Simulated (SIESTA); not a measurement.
## Ag3Au under changes of volume

One of the cells (17.728 Å³/atom); the others are scaled copies at fixed shape and fractional positions:

```
CELL_PARAMETERS angstrom
-2.07314 2.07314 4.12474
2.07314 -2.07314 4.12474
2.07314 2.07314 -4.12474
ATOMIC_POSITIONS crystal
Au 0.00000 0.00000 0.00000
Ag 0.50000 0.50000 0.00000
Ag 0.25000 0.75000 0.50000
Ag 0.75000 0.25000 0.50000
```

The cell comes from a database or a generator and needn't be the stable form of this composition.

- Program: SIESTA 5.4.2
- Functional: PBEsol
- Potentials or basis: PseudoDojo 0.4 standard (PBEsol files)
- Basis: DZP (energy shift 0.003 Ry; two zetas on semicore shells)
- Grid cutoff: 800 Ry
- Energy shift: 0.003 Ry
- k mesh: 9 × 9 × 9
- Occupations: fermi-dirac, width 0.05 eV
- Spin: no spin polarisation

```tsv
volume (Å³/atom)	energy over the lowest point (meV/atom)	pressure (GPa)
16.337	5.09	3.9
16.685	0.00	0.8
17.033	1.39	-2.0
17.728	?	?
18.075	35.84	-8.2
18.423	55.73	-9.8
```

**Question.** What does the run at 17.728 Å³/atom give?

**Answer.** Energy over the lowest point 20.08 meV/atom; pressure -6.3 GPa.

Worked out: A Birch-Murnaghan fit of order 3 (a polynomial in V^(-2/3)) to the other rows has its minimum at 16.78 Å³/atom with B0 = V·E''(V) = 135 GPa and B' = 5.0 at fixed shape and positions, which overstates the stiffness. It gives 19.87 meV/atom at 17.728 Å³/atom, against the run's 20.08, and -dE/dV = -6.4 GPa, against -6.3.

Energies are extrapolated to zero smearing.

Caveats: short orbitals over semicore shells can move pressures by several GPa; the basis of atomic orbitals isn't converged, which shifts pressures, moduli and gaps.
